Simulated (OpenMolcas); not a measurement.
**InNH3Cl (SMILES [NH2][InH][Cl]) at 6 levels**

We compute a comparison of 6 runs (HF/def2-SVPD, B3LYP/def2-SVPD, BLYP/def2-SVPD, M06-2X/def2-SVPD, M06-L/def2-SVPD, PBE0/def2-SVPD) of InNH3Cl. 

The calculation is run with OpenMolcas 26.06.

### 1 Starting point

The species is InNH3Cl (6 atoms), meant as a singlet with charge 0. SMILES: `[NH2][InH][Cl]`. Geometry: relaxed at PBE0-D4/def2-TZVP.

Bond lengths: N1–In2 1.995 Å, In2–Cl3 2.339 Å, N1–H4 1.007 Å, N1–H5 1.008 Å, In2–H6 1.693 Å. Angles: N1–In2–Cl3 109.2°, N1–In2–H6 131.5°, Cl3–In2–H6 119.1°, In2–N1–H4 121.6°, In2–N1–H5 118.5°, H4–N1–H5 111.0°.

### 2 Energy and gradient at HF/def2-SVPD (core potential) (run 1)

The input, mol.inp:

```
* ClH3InN Hartree-Fock
>>> EXPORT MOLCAS_PRINT=2

&gateway
 baslib = $CurrDir
 basisset
 N.def2-SVPD....
 N1 -1.020800 0.188100 -0.504100 angstrom
 End of Basis
 basisset
 In.def2-SVPD....
 In2 0.792100 0.148600 0.327900 angstrom
 End of Basis
 basisset
 Cl.def2-SVPD....
 Cl3 0.990800 -1.771000 1.649200 angstrom
 End of Basis
 basisset
 H.def2-SVPD....
 H4 -1.219400 0.761400 -1.308200 angstrom
 H5 -1.558200 -0.664500 -0.526800 angstrom
 H6 2.057500 1.273400 0.315800 angstrom
 End of Basis

&seward

&scf
 thresholds = 1e-10 1e-07 1e-07 1e-05
 prorbitals = 1 2

&alaska
```

The basis set def2-SVPD is read from a file made from the Basis Set Exchange's data (not shown).

Started as:

```console
$ export MOLCAS_MEM=1860
$ pymolcas mol.inp > mol.log
```

The log of the run:

```text
--- Start Module: gateway ---
[...]
--- Stop Module: gateway /rc=_RC_ALL_IS_WELL_ ---
[...]
      Basis functions          103
[...]
--- Start Module: scf ---
[...]
       Convergence after  13 Iterations
[...]
::    Total SCF energy                               -704.7784418382
[...]
      Total spin, S                                     0.0000000000
[...]
      Total electronic charge=   48.000000
      Total            charge=   -0.000000
[...]
      Dipole Moment (debye):
      Origin of the operator (angstrom)=    0.6629   -0.2447    0.5198
                   X= -8.8702E-02               Y=  2.2087E+00               Z= -2.4492E+00           Total=  3.2992E+00
      Quadrupole Moment (debye*angstrom):
[...]
--- Stop Module: scf /rc=_RC_ALL_IS_WELL_ ---
[...]
--- Start Module: alaska ---
[...]
 *              Molecular gradients               *
 **************************************************
  Irreducible representation: a
 ------------------------------------------------------------------------------------------
                              X                       Y                       Z
 ------------------------------------------------------------------------------------------
  N1                8.93814291257677E-03    2.70622427861378E-03    1.24262297252797E-02
  IN2              -3.76373332761126E-03   -8.74824266788465E-03    8.22065340716271E-04
  CL3              -2.20278504009030E-03    1.20024551571163E-02   -8.26090043309158E-03
  H4                1.60262681464296E-03    4.20482570206904E-03   -6.14724451657178E-03
  H5               -1.26189258645848E-03   -7.38618988620665E-03    4.18848189496002E-04
  H6               -3.31235877305636E-03   -2.77907258378729E-03    7.41001694162802E-04
 ------------------------------------------------------------------------------------------
--- Stop Module: alaska /rc=_RC_ALL_IS_WELL_ ---
[...]
```

It took 23 s on 1 thread of AMD EPYC 7R43 (Zen 3), shared host; peak memory 0.58 GiB.

### 3 Energy and gradient at B3LYP/def2-SVPD (core potential) (run 2)

The input, run.inp:

```
&GATEWAY
  BasLib
  $CurrDir
  Coord
  6
  bohr
  N     -1.92903243     0.35545748    -0.95261094
  In     1.49685206     0.28081330     0.61964120
  Cl     1.87234064    -3.34670497     3.11653632
  H     -2.30433204     1.43883747    -2.47213972
  H     -2.94457125    -1.25572301    -0.99550772
  H      3.88811150     2.40637725     0.59677551
  Basis
  def2-SVPD
  Group
  NoSym

&SEWARD
  GridInput
  Grid=UltraFine
  End of Grid

&SCF
  KSDFT
  B3LYP
  Thresholds
  1e-10 1e-07 1e-07 1e-05
  PrOrbitals
  1 1

&ALASKA
```

The basis set def2-SVPD is read from a file made from the Basis Set Exchange's data (not shown).

Started as:

```console
$ export MOLCAS_MEM=1860
$ pymolcas run.inp > run.log
```

The log of the run:

```text
--- Start Module: gateway ---
[...]
--- Stop Module: gateway /rc=_RC_ALL_IS_WELL_ ---
[...]
      Basis functions          103
[...]
--- Start Module: scf ---
[...]
       Convergence after  16 Iterations
[...]
::    Total KS-DFT energy                            -706.8426276859
[...]
      Total spin, S                                     0.0000000000
[...]
      Total electronic charge=   48.000000
      Total            charge=   -0.000000
[...]
      Dipole Moment (debye):
      Origin of the operator (angstrom)=    0.6629   -0.2447    0.5198
                   X= -3.2399E-01               Y=  2.0939E+00               Z= -2.3396E+00           Total=  3.1564E+00
      Quadrupole Moment (debye*angstrom):
[...]
--- Stop Module: scf /rc=_RC_ALL_IS_WELL_ ---
[...]
--- Start Module: alaska ---
[...]
 *              Molecular gradients               *
 **************************************************
  Irreducible representation: a
 ------------------------------------------------------------------------------------------
                              X                       Y                       Z
 ------------------------------------------------------------------------------------------
  N1                5.98769032731972E-03   -2.32904079958463E-04    3.31389842243945E-03
  IN2              -8.87482201730805E-03   -1.05060033171114E-02    1.97512500352470E-03
  CL3              -1.57933224956608E-03    1.24439225778588E-02   -8.72126292163600E-03
  H4                2.30898530091928E-03   -3.87837240055688E-03    3.81888777624617E-03
  H5                4.30560058435958E-03    4.06015015944217E-03   -3.90327920204436E-04
  H6               -2.14812194572822E-03   -1.88679293968352E-03    3.67963957043083E-06
 ------------------------------------------------------------------------------------------
--- Stop Module: alaska /rc=_RC_ALL_IS_WELL_ ---
[...]
```

It took 74 s on 1 thread of AMD EPYC 7R43 (Zen 3), shared host; peak memory 0.58 GiB.

Runs 3 to 5 aren't shown in full; the table further down has their settings and results.

### 4 Energy and forces at PBE0/def2-SVPD (core potential) (run 6)

The input, input.xyz:

```xyz
6

N     -1.020800     0.188100    -0.504100
In     0.792100     0.148600     0.327900
Cl     0.990800    -1.771000     1.649200
H     -1.219400     0.761400    -1.308200
H     -1.558200    -0.664500    -0.526800
H      2.057500     1.273400     0.315800
```

The input, job.input:

```
* ClH3InN Kohn-Sham DFT
>>> EXPORT MOLCAS_PRINT=2

&GATEWAY
  BasLib = $CurrDir
  Coord = input.xyz
  Basis = def2-SVPD
  Group = NoSym

&SEWARD
  GridInput
  Grid=UltraFine
  End of Grid

&SCF
  KSDFT = PBE0
  Thresholds = 1e-10 1e-07 1e-07 1e-05
  PrOrbitals = 1 2

&ALASKA
```

The basis set def2-SVPD is read from a file made from the Basis Set Exchange's data (not shown).

Started as:

```console
$ export MOLCAS_MEM=1860
$ pymolcas job.input > job.log
```

The log of the run:

```text
--- Start Module: gateway ---
[...]
--- Stop Module: gateway /rc=_RC_ALL_IS_WELL_ ---
[...]
      Basis functions          103
[...]
--- Start Module: scf ---
[...]
       Convergence after  15 Iterations
[...]
::    Total KS-DFT energy                            -706.5429547777
[...]
      Total spin, S                                     0.0000000000
[...]
      Total electronic charge=   48.000000
      Total            charge=   -0.000000
[...]
      Dipole Moment (debye):
      Origin of the operator (angstrom)=    0.6629   -0.2447    0.5198
                   X= -3.0733E-01               Y=  2.1178E+00               Z= -2.3523E+00           Total=  3.1801E+00
      Quadrupole Moment (debye*angstrom):
[...]
--- Stop Module: scf /rc=_RC_ALL_IS_WELL_ ---
[...]
--- Start Module: alaska ---
[...]
 *              Molecular gradients               *
 **************************************************
  Irreducible representation: a
 ------------------------------------------------------------------------------------------
                              X                       Y                       Z
 ------------------------------------------------------------------------------------------
  N1                2.14670913781667E-03    6.09860411500129E-05    1.60982892269368E-03
  IN2              -5.00640448036638E-03   -7.68367220279487E-03    1.69880442573689E-03
  CL3              -1.09468932524015E-03    8.33592785865278E-03   -5.79560136126567E-03
  H4                1.78407679051507E-03   -3.01174055976805E-03    2.87445923162721E-03
  H5                3.34325582659112E-03    3.11716633638692E-03   -3.72702979943185E-04
  H6               -1.17294794928569E-03   -8.18667473718726E-04   -1.47882388517040E-05
 ------------------------------------------------------------------------------------------
--- Stop Module: alaska /rc=_RC_ALL_IS_WELL_ ---
[...]
```

Wall time 74 s (1 thread of AMD EPYC 7R43 (Zen 3), shared host); peak memory 0.57 GiB.

### 5 The series

```
run                              level  integration grid  energy (Eh)  dipole moment (D)  HOMO energy (eV)  LUMO energy (eV)  wall time
  1      HF/def2-SVPD (core potential)                 –  -704.778442               3.30            -10.91              1.05       23 s
  2   B3LYP/def2-SVPD (core potential)         UltraFine  -706.842628               3.16             -7.37             -1.59       74 s
  3    BLYP/def2-SVPD (core potential)         UltraFine  -706.686193               3.10             -6.16             -2.01       47 s
  4  M06-2X/def2-SVPD (core potential)         UltraFine  -706.652242               3.22             -8.93             -0.80       81 s
  5   M06-L/def2-SVPD (core potential)         UltraFine  -706.899131               3.24             -6.38             -1.62       99 s
  6    PBE0/def2-SVPD (core potential)         UltraFine  -706.542955               3.18             -7.60             -1.31       74 s
```

### 6 Results

```
                       quantity          value
            run 6: total energy  -706.54295 Eh
           run 6: dipole moment         3.18 D
             run 6: HOMO energy       -7.60 eV
             run 6: LUMO energy       -1.31 eV
           run 6: HOMO–LUMO gap        6.29 eV
run 6: largest force on an atom     0.525 eV/Å
```

In words: The dipole moment (its size) runs from 3.10 D (BLYP/def2-SVPD) to 3.30 D (HF/def2-SVPD). The HOMO–LUMO gap runs from 4.15 eV (BLYP/def2-SVPD) to 11.95 eV (HF/def2-SVPD). Exact exchange widens orbital gaps. Totals of different functionals can't be ranked against each other. All runs together took 6.6 min, the longest 99 s.
